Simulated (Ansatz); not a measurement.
# C₃H₉ClGe: taking an electron away

How much energy removes an electron from C₃H₉ClGe at fixed geometry? The cation is run at each level and the neutral's energy taken from earlier runs.

Computed with Ansatz 0.2.0, Gaussian basis. Level: unrestricted cation, the program's frozen cores in correlated methods.

The runs, in order: UKS PBE-D4/def2-TZVPP; UKS r2SCAN-D4/def2-TZVPP; UKS PBE0-D4/def2-TZVPP; UKS B3LYP-D4/def2-TZVPP; UKS wB97X-V/def2-TZVPP; UKS wB97M-V/def2-TZVPP; UKS B2PLYP/def2-TZVPP; UHF-CCSD(T)/def2-TZVPP; UHF-MP2/def2-QZVPP; extrapolation to the limit; then −ε(HOMO) from the neutral's earlier runs with LDA (SPW92), PBE-D4, revPBE-D4, BLYP-D4, r2SCAN-D4, B97M-V, PBE0-D4, B3LYP-D4, r2SCANh-D4, r2SCAN0-D4, HSE06-D4, BHLYP-D4, CAM-B3LYP-D4, LC-ωPBE, ωB97X-V, ωB97M-V.

## Step 1: The geometry

An earlier PBE0-D4/def2-TZVP relaxation fixed the geometry.

14 atoms, charge 0, spin multiplicity 1.

Atoms are counted from 1 here; the program's logs count them from 0.

Bond lengths: C1–Ge2 1.945 Å, C1–H6 1.090 Å, C1–H7 1.092 Å, C1–H8 1.090 Å, Ge2–C3 1.945 Å, Ge2–C4 1.945 Å, Ge2–Cl5 2.182 Å, C3–H9 1.090 Å, C3–H10 1.090 Å, C3–H11 1.092 Å, C4–H12 1.092 Å, C4–H13 1.090 Å, C4–H14 1.090 Å. Angles: Ge2–C1–H6 110.1°, Ge2–C1–H7 110.1°, Ge2–C1–H8 110.1°, H6–C1–H7 108.8°, H6–C1–H8 108.8°, H7–C1–H8 108.8°, C1–Ge2–C3 112.7°, C1–Ge2–C4 112.7°, C1–Ge2–Cl5 106.0°, C3–Ge2–C4 112.7°, C3–Ge2–Cl5 106.0°, C4–Ge2–Cl5 106.0°, Ge2–C3–H9 110.1°, Ge2–C3–H10 110.1°, Ge2–C3–H11 110.1°, H9–C3–H10 108.8°, H9–C3–H11 108.8°, H10–C3–H11 108.8° and more.

As a file:

```
C    -1.7937    0.5173    0.1961
Ge    0.0958    0.2906   -0.2053
C     1.2141    0.3648    1.3843
C     0.4473   -1.2806   -1.2966
Cl    0.6640    2.0101   -1.4232
H    -1.9524    1.4489    0.7402
H    -2.1504   -0.3140    0.8084
H    -2.3723    0.5480   -0.7276
H     1.0405    1.2975    1.9218
H     2.2669    0.3118    1.1052
H     0.9822   -0.4724    2.0465
H     0.1857   -2.1869   -0.7458
H     1.5036   -1.3231   -1.5635
H    -0.1443   -1.2415   -2.2118
```

## Step 2: Cation, UKS PBE-D4/def2-TZVPP

Input file in.yaml:

```yaml
crystal:
  periodic: [false, false, false]
  atoms:
    - {symbol: C, position_ang: [-1.793750, 0.517332, 0.196127]}
    - {symbol: Ge, position_ang: [0.095839, 0.290636, -0.205294]}
    - {symbol: C, position_ang: [1.214140, 0.364792, 1.384340]}
    - {symbol: C, position_ang: [0.447253, -1.280565, -1.296562]}
    - {symbol: Cl, position_ang: [0.664008, 2.010132, -1.423185]}
    - {symbol: H, position_ang: [-1.952442, 1.448909, 0.740195]}
    - {symbol: H, position_ang: [-2.150391, -0.313985, 0.808378]}
    - {symbol: H, position_ang: [-2.372321, 0.547999, -0.727639]}
    - {symbol: H, position_ang: [1.040504, 1.297525, 1.921820]}
    - {symbol: H, position_ang: [2.266887, 0.311845, 1.105152]}
    - {symbol: H, position_ang: [0.982182, -0.472406, 2.046479]}
    - {symbol: H, position_ang: [0.185749, -2.186899, -0.745829]}
    - {symbol: H, position_ang: [1.503637, -1.323098, -1.563527]}
    - {symbol: H, position_ang: [-0.144294, -1.241515, -2.211753]}
basis:
  gaussian: {orbitals: def2-TZVPP}
total_charge: 1
magnetization: {spin_polarized: true, initial_magnetization: 1}
hamiltonian: {xc: pbe, dispersion: d4}
```

Command:

```console
ansatz run in.yaml --threads 2 --pin off --events-out ev --progress --plain --max-ram 22528MiB --backend cuda --devices 0, --max-vram 18GiB
```

The runs that follow: Cation, UKS r2SCAN-D4/def2-TZVPP; Cation, UKS PBE0-D4/def2-TZVPP; Cation, UKS B3LYP-D4/def2-TZVPP; Cation, UKS wB97X-V/def2-TZVPP; Cation, UKS wB97M-V/def2-TZVPP; Cation, UKS B2PLYP (frozen core)/def2-TZVPP; Cation, UHF-CCSD(T)/def2-TZVPP; Cation, UHF-MP2/def2-QZVPP.

Q: Predict the results of all the runs planned. Wanted: ionisation energy, CCSD(T)/CBS; nearest functional by difference; nearest −ε(HOMO); −ε(HOMO) of PBE; T1 of the cation.

The runs gave:

| quantity | value |
| --- | --- |
| ionisation energy, CCSD(T)/CBS | 10.59 eV |
| nearest functional by difference | ωB97X-V (-0.19 eV) |
| nearest −ε(HOMO) | ωB97X-V (-0.10 eV) |
| −ε(HOMO) of PBE | 6.78 eV |
| T1 of the cation | 0.049 |

Energy differences with functionals land within 0.91 eV of the reference. −ε(HOMO) of PBE misses by 3.8 eV, since self-interaction lifts the level. Among orbital estimates ωB97X-V comes nearest. Hartree-Fock falls 0.78 eV short, as the neutral has more correlation energy than the cation. The cation's T1 (from the report) is 0.049, above the customary mark of 0.045 for open shells, so the coupled-cluster value is less safe. Correlated methods include outer-core shells of Ge, which these sets cover unevenly. With outer-core shells in play the last digit of the reference is unsure.
